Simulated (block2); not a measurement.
# A workflow on doublet GaH3S+

Aim: a single-point energy (doublet GaH3S+, DMRG-CASCI(9 orbitals)/aug-cc-pVDZ), then a single-point energy (triplet GaH3S, DMRG-CASCI(9 orbitals)/aug-cc-pVDZ) of GaH3S. 

Program for the calculation: block2 0.5.4.

## 1. The structure to begin with

GaH3S+ has 5 atoms, charge +1, and is taken as a doublet. SMILES of the parent species: `[SH][GaH2]`. The coordinates come from a PBE0-D4/def2-TZVP relaxation. That shape belongs to the parent species and isn't relaxed for this state.

Bond lengths: S1–Ga2 2.199 Å, S1–H3 1.343 Å, Ga2–H4 1.559 Å, Ga2–H5 1.560 Å. Angles: S1–Ga2–H4 115.2°, S1–Ga2–H5 118.1°, Ga2–S1–H3 95.0°, H4–Ga2–H5 126.7°.

## 2. The energy at DMRG-CASCI(9 orbitals)/aug-cc-pVDZ (start occupation bias 0.3) (run 3)

run_dmrg.py reads:

```python
import numpy as np
from pyscf import gto, mcscf, mp, scf
from pyblock2._pyscf.ao2mo import integrals as itg
from pyblock2.driver.core import DMRGDriver, SymmetryTypes

mol = gto.M(atom=[
    ("S", (0.039000, -1.453300, 0.684400)),
    ("Ga", (-0.329300, 0.433200, -0.383400)),
    ("H", (1.263800, -1.108400, 1.113300)),
    ("H", (-1.711200, 0.532500, -1.097900)),
    ("H", (0.787500, 1.522400, -0.357800)),
], basis="aug-cc-pvdz", charge=1, spin=1, verbose=3, max_memory=2000)
print("basis functions         : %d" % (mol.nao))
mf = scf.ROHF(mol)
mf.conv_tol = 1e-10
mf.max_cycle = 200
mf.kernel()
if not mf.converged:
    mf = mf.newton().run(mf.mo_coeff, mf.mo_occ)
print(f"reference energy        : {mf.e_tot:.10f}")
# rotate to MP2 natural orbitals
occ_no, mo = mcscf.addons.make_natural_orbitals(mp.MP2(mf.to_uhf(), frozen=14).run())
mf.mo_coeff = mo
ncas, n_elec, spin, ecore, h1e, g2e, orb_sym = itg.get_rhf_integrals(mf, ncore=20, ncas=9, pg_symm=False, g2e_symm=1)
driver = DMRGDriver(scratch="./tmp", symm_type=SymmetryTypes.SU2, stack_mem=1500 << 20, n_threads=1)
# order the orbitals along the chain
idx = np.random.default_rng(61).permutation(ncas)
print("orbital order:", idx.tolist())
h1e = h1e[np.ix_(idx, idx)]
g2e = g2e[np.ix_(idx, idx, idx, idx)]
orb_sym = np.array(orb_sym)[idx]
driver.initialize_system(n_sites=ncas, n_elec=n_elec, spin=spin, orb_sym=orb_sym)
mpo = driver.get_qc_mpo(h1e=h1e, g2e=g2e, ecore=ecore, iprint=1)
occs = np.array([1.7] * 4 + [1.0] * 1 + [0.3] * 4)[idx]
ket = driver.get_random_mps(tag="GS", bond_dim=25, nroots=1, occs=occs)
bond_dims = [25] * 2 + [50] * 4 + [100] * 3
noises = [0.0001] * 2 + [0.0001] * 4 + [1e-05] * 3 + [0]
thrds = [1e-11] * 9
e = driver.dmrg(mpo, ket, n_sweeps=15, tol=1e-06, bond_dims=bond_dims, noises=noises, thrds=thrds, iprint=1)
ms, dws, es = driver.get_dmrg_results()
print("discarded weight        : %.3e" % (dws[-1]))
print("total energy            : %.10f" % (e))
dm1 = driver.get_1pdm(ket)
print("occupation numbers      :", np.round(np.linalg.eigvalsh(dm1)[::-1], 5).tolist())
c_act = mf.mo_coeff[:, 20:29][:, idx]
dm_ao = c_act @ dm1 @ c_act.T + 2 * mf.mo_coeff[:, :20] @ mf.mo_coeff[:, :20].T
print("dipole moment (debye)   :", np.round(scf.hf.dip_moment(mol, dm_ao, verbose=0), 4).tolist())
print("max block entropy       : %.4f" % (max(driver.get_bipartite_entanglement(ket))))
csf, coef = driver.get_csf_coefficients(ket, cutoff=0.05, iprint=1)
print(f"c0^2                    : {np.max(np.abs(coef)) ** 2:.4f}")
# exact diagonalisation in the same space
ci = mcscf.CASCI(mf, 9, (5, 4))
ci.fix_spin_(ss=0.75)
ci.fcisolver.conv_tol = 1e-10
ci.fcisolver.max_cycle = 200
ci.kernel()
print(f"E(FCI)                  : {ci.e_tot:.10f}")
```

Command:

```console
$ python run_dmrg.py
```

The log of the run:

```text
basis functions         : 90
converged SCF energy = -2322.1902904952
reference energy        : -2322.1902904952
E(UMP2) = -2322.39340981576  E_corr = -0.203119320559602
E(SCS-UMP2) = -2322.39798909878  E_corr = -0.207698603580725
orbital order: [3, 4, 6, 7, 8, 0, 2, 1, 5]
integral symmetrize error =  0.0
integral cutoff error =  0.0
mpo terms =       4109

Build MPO | Nsites =     9 | Nterms =       4109 | Algorithm = FastBIP | Cutoff = 1.00e-20
 Site =     0 /     9 .. Mmpo =    14 DW = 0.00e+00 NNZ =       14 SPT = 0.0000 Tmvc = 0.000 T = 0.001
 Site =     1 /     9 .. Mmpo =    40 DW = 0.00e+00 NNZ =      160 SPT = 0.7143 Tmvc = 0.000 T = 0.001
 Site =     2 /     9 .. Mmpo =    62 DW = 0.00e+00 NNZ =      306 SPT = 0.8766 Tmvc = 0.000 T = 0.002
 Site =     3 /     9 .. Mmpo =    92 DW = 0.00e+00 NNZ =      498 SPT = 0.9127 Tmvc = 0.000 T = 0.002
 Site =     4 /     9 .. Mmpo =    92 DW = 0.00e+00 NNZ =     1945 SPT = 0.7702 Tmvc = 0.000 T = 0.003
 Site =     5 /     9 .. Mmpo =    62 DW = 0.00e+00 NNZ =      498 SPT = 0.9127 Tmvc = 0.000 T = 0.001
 Site =     6 /     9 .. Mmpo =    40 DW = 0.00e+00 NNZ =      309 SPT = 0.8754 Tmvc = 0.000 T = 0.001
 Site =     7 /     9 .. Mmpo =    14 DW = 0.00e+00 NNZ =      161 SPT = 0.7125 Tmvc = 0.000 T = 0.000
 Site =     8 /     9 .. Mmpo =     1 DW = 0.00e+00 NNZ =       14 SPT = 0.0000 Tmvc = 0.000 T = 0.000
Ttotal =      0.011 Tmvc-total = 0.002 MPO bond dimension =    92 MaxDW = 0.00e+00
NNZ =         3905 SIZE =        25980 SPT = 0.8497

Rank =     0 Ttotal =      0.012 MPO method = FastBipartite bond dimension =      92 NNZ =         3905 SIZE =        25980 SPT = 0.8497

Sweep =    0 | Direction =  forward | Bond dimension =   25 | Noise =  1.00e-04 | Dav threshold =  1.00e-11
Time elapsed =      0.139 | E =   -2322.2048894183 | DW = 1.02485e-05

Sweep =    1 | Direction = backward | Bond dimension =   25 | Noise =  1.00e-04 | Dav threshold =  1.00e-11
Time elapsed =      0.265 | E =   -2322.2327180524 | DE = -2.78e-02 | DW = 3.34061e-05

Sweep =    2 | Direction =  forward | Bond dimension =   50 | Noise =  1.00e-04 | Dav threshold =  1.00e-11
Time elapsed =      0.470 | E =   -2322.2379637584 | DE = -5.25e-03 | DW = 1.07095e-05

Sweep =    3 | Direction = backward | Bond dimension =   50 | Noise =  1.00e-04 | Dav threshold =  1.00e-11
Time elapsed =      0.716 | E =   -2322.2380900276 | DE = -1.26e-04 | DW = 2.86632e-05

Sweep =    4 | Direction =  forward | Bond dimension =   50 | Noise =  1.00e-04 | Dav threshold =  1.00e-11
Time elapsed =      0.972 | E =   -2322.2381131292 | DE = -2.31e-05 | DW = 3.29901e-05

Sweep =    5 | Direction = backward | Bond dimension =   50 | Noise =  1.00e-04 | Dav threshold =  1.00e-11
Time elapsed =      1.207 | E =   -2322.2381260709 | DE = -1.29e-05 | DW = 3.16457e-05

Sweep =    6 | Direction =  forward | Bond dimension =  100 | Noise =  1.00e-05 | Dav threshold =  1.00e-11
Time elapsed =      1.586 | E =   -2322.2381444086 | DE = -1.83e-05 | DW = 7.77986e-07

Sweep =    7 | Direction = backward | Bond dimension =  100 | Noise =  1.00e-05 | Dav threshold =  1.00e-11
Time elapsed =      2.070 | E =   -2322.2381589455 | DE = -1.45e-05 | DW = 1.88998e-06

Sweep =    8 | Direction =  forward | Bond dimension =  100 | Noise =  1.00e-05 | Dav threshold =  1.00e-11
Time elapsed =      2.549 | E =   -2322.2381590601 | DE = -1.15e-07 | DW = 2.05418e-06

Sweep =    9 | Direction = backward | Bond dimension =  100 | Noise =  0.00e+00 | Dav threshold =  1.00e-07
Time elapsed =      2.925 | E =   -2322.2381590354 | DE = 2.47e-08 | DW = 1.75751e-06

discarded weight        : 1.758e-06
total energy            : -2322.2381590354
occupation numbers      : [1.9945, 1.99272, 1.97654, 1.96947, 0.99779, 0.02865, 0.01528, 0.01358, 0.01147]
dipole moment (debye)   : [0.6145, -3.0241, 1.6276]
max block entropy       : 0.2020
DTRIE T =      0.001
Number of CSF =          4 (cutoff =      0.05)
Sum of weights of included CSF =    0.973949104081291

CSF          0 2-0002220  =   -0.981777030462401
CSF          1 2-0002022  =    0.068240373050012
CSF          2 +-0-02+2-  =    0.053318113137845
CSF          3 0-0002222  =    0.050629999359420
c0^2                    : 0.9639
CASCI E = -2322.23815933411  E(CI) = -16.8006083172754  S^2 = 0.7500000
E(FCI)                  : -2322.2381593341
```

It took 7.8 s on 1 thread of Arm Neoverse V1, shared host; peak memory 0.32 GiB.

## 3. Triplet neutral GaH3S: a single-point energy at DMRG-CASCI(9 orbitals)/aug-cc-pVDZ (run 5)

job.py reads:

```python
import numpy as np
from pyscf import gto, mcscf, mp, scf
from pyblock2._pyscf.ao2mo import integrals as itg
from pyblock2.driver.core import DMRGDriver, SymmetryTypes

geom = """
S
Ga 1 2.198801
H 1 1.342776 2 95.02128
H 2 1.558852 1 115.19674 3 179.99398
H 2 1.56021 4 126.69807 1 179.9922
"""
mol = gto.M(
    atom=geom,
    basis="aug-cc-pvdz",
    charge=0,
    spin=2,
    verbose=3,
    max_memory=2000,
)
print("basis functions         : %d" % (mol.nao))
mf = scf.ROHF(mol)
mf.conv_tol = 1e-10
mf.max_cycle = 200
mf.kernel()
if not mf.converged:
    mf = mf.newton().run(mf.mo_coeff, mf.mo_occ)
print(f"E(HF)                   : {mf.e_tot:.10f}")
# rotate to MP2 natural orbitals
occ_no, mo = mcscf.addons.make_natural_orbitals(mp.MP2(mf.to_uhf(), frozen=14).run())
mf.mo_coeff = mo
ncas, n_elec, spin, ecore, h1e, g2e, orb_sym = itg.get_rhf_integrals(mf, ncore=20, ncas=9, pg_symm=False, g2e_symm=8)
drv = DMRGDriver(scratch="./tmp", symm_type=SymmetryTypes.SU2, stack_mem=1500 << 20, n_threads=1)
drv.initialize_system(n_sites=ncas, n_elec=n_elec, spin=spin, orb_sym=orb_sym)
mpo = drv.get_qc_mpo(h1e=h1e, g2e=g2e, ecore=ecore, iprint=0)
mps = drv.get_random_mps(tag="GS", bond_dim=50, nroots=1)
bond_dims = [50] * 4 + [75] * 4 + [100] * 2
noises = [0.0001] * 4 + [0.0001] * 4 + [1e-05] * 2 + [0]
thrds = [1e-08] * 10
e = drv.dmrg(mpo, mps, n_sweeps=16, tol=1e-06, bond_dims=bond_dims, noises=noises, thrds=thrds, iprint=1)
ms, dws, es = drv.get_dmrg_results()
print("discarded weight        : %.3e" % (dws[-1]))
print("final energy            : %.10f" % (e))
dm1 = drv.get_1pdm(mps)
print("occupation numbers      :", np.round(np.linalg.eigvalsh(dm1)[::-1], 5).tolist())
c_act = mf.mo_coeff[:, 20:29]
dm_ao = c_act @ dm1 @ c_act.T + 2 * mf.mo_coeff[:, :20] @ mf.mo_coeff[:, :20].T
print("dipole moment (debye)   :", np.round(scf.hf.dip_moment(mol, dm_ao, verbose=0), 4).tolist())
print("max block entropy       : %.4f" % (max(drv.get_bipartite_entanglement(mps))))
# exact diagonalisation in the same space
ci = mcscf.CASCI(mf, 9, (6, 4))
ci.fix_spin_(ss=2)
ci.fcisolver.conv_tol = 1e-10
ci.fcisolver.max_cycle = 200
ci.kernel()
print("E(FCI)                  : %.10f" % (ci.e_tot))
```

Command:

```console
$ python job.py
```

The log of the run:

```text
basis functions         : 90
converged SCF energy = -2322.35554843018
E(HF)                   : -2322.3555484302
E(UMP2) = -2322.57617365199  E_corr = -0.220625221810731
E(SCS-UMP2) = -2322.57727163872  E_corr = -0.221723208543871

Sweep =    0 | Direction =  forward | Bond dimension =   50 | Noise =  1.00e-04 | Dav threshold =  1.00e-08
Time elapsed =      0.351 | E =   -2322.3951196230 | DW = 1.21480e-05

Sweep =    1 | Direction = backward | Bond dimension =   50 | Noise =  1.00e-04 | Dav threshold =  1.00e-08
Time elapsed =      0.576 | E =   -2322.3954453326 | DE = -3.26e-04 | DW = 9.12272e-06

Sweep =    2 | Direction =  forward | Bond dimension =   50 | Noise =  1.00e-04 | Dav threshold =  1.00e-08
Time elapsed =      0.808 | E =   -2322.3955086987 | DE = -6.34e-05 | DW = 1.42740e-05

Sweep =    3 | Direction = backward | Bond dimension =   50 | Noise =  1.00e-04 | Dav threshold =  1.00e-08
Time elapsed =      1.031 | E =   -2322.3955086982 | DE = 4.49e-10 | DW = 1.07839e-05

Sweep =    4 | Direction =  forward | Bond dimension =   75 | Noise =  1.00e-04 | Dav threshold =  1.00e-08
Time elapsed =      1.316 | E =   -2322.3955279681 | DE = -1.93e-05 | DW = 2.31281e-06

Sweep =    5 | Direction = backward | Bond dimension =   75 | Noise =  1.00e-04 | Dav threshold =  1.00e-08
Time elapsed =      1.629 | E =   -2322.3955563870 | DE = -2.84e-05 | DW = 1.01350e-06

Sweep =    6 | Direction =  forward | Bond dimension =   75 | Noise =  1.00e-04 | Dav threshold =  1.00e-08
Time elapsed =      1.952 | E =   -2322.3955654137 | DE = -9.03e-06 | DW = 2.68464e-06

Sweep =    7 | Direction = backward | Bond dimension =   75 | Noise =  1.00e-04 | Dav threshold =  1.00e-08
Time elapsed =      2.266 | E =   -2322.3955790711 | DE = -1.37e-05 | DW = 1.24815e-06

Sweep =    8 | Direction =  forward | Bond dimension =  100 | Noise =  1.00e-05 | Dav threshold =  1.00e-08
Time elapsed =      2.664 | E =   -2322.3955957735 | DE = -1.67e-05 | DW = 1.35828e-07

Sweep =    9 | Direction = backward | Bond dimension =  100 | Noise =  1.00e-05 | Dav threshold =  1.00e-08
Time elapsed =      3.087 | E =   -2322.3956043926 | DE = -8.62e-06 | DW = 9.19836e-08

Sweep =   10 | Direction =  forward | Bond dimension =  100 | Noise =  0.00e+00 | Dav threshold =  1.00e-07
Time elapsed =      3.487 | E =   -2322.3956046874 | DE = -2.95e-07 | DW = 3.86220e-08

discarded weight        : 3.862e-08
final energy            : -2322.3956046874
occupation numbers      : [1.98924, 1.98843, 1.98377, 1.97436, 1.00176, 0.99847, 0.02873, 0.02121, 0.01403]
dipole moment (debye)   : [-5.0471, -0.0011, 1.0352]
max block entropy       : 0.2321
CASCI E = -2322.39560753320  E(CI) = -16.9343650977203  S^2 = 2.0000000
E(FCI)                  : -2322.3956075332
```

Run time: 8.4 s. Hardware: 1 thread of Arm Neoverse V1, shared host; peak memory 0.32 GiB.

## 4. Summary of results

| quantity | value |
| --- | --- |
| run 3, DMRG-CASCI(9 orbitals)/aug-cc-pVDZ: total energy | -2322.23816 Eh |
| triplet neutral GaH3S: total energy | -2322.39560 Eh |
| triplet neutral GaH3S: dipole moment (of the density that the program reports) | 5.15 D |
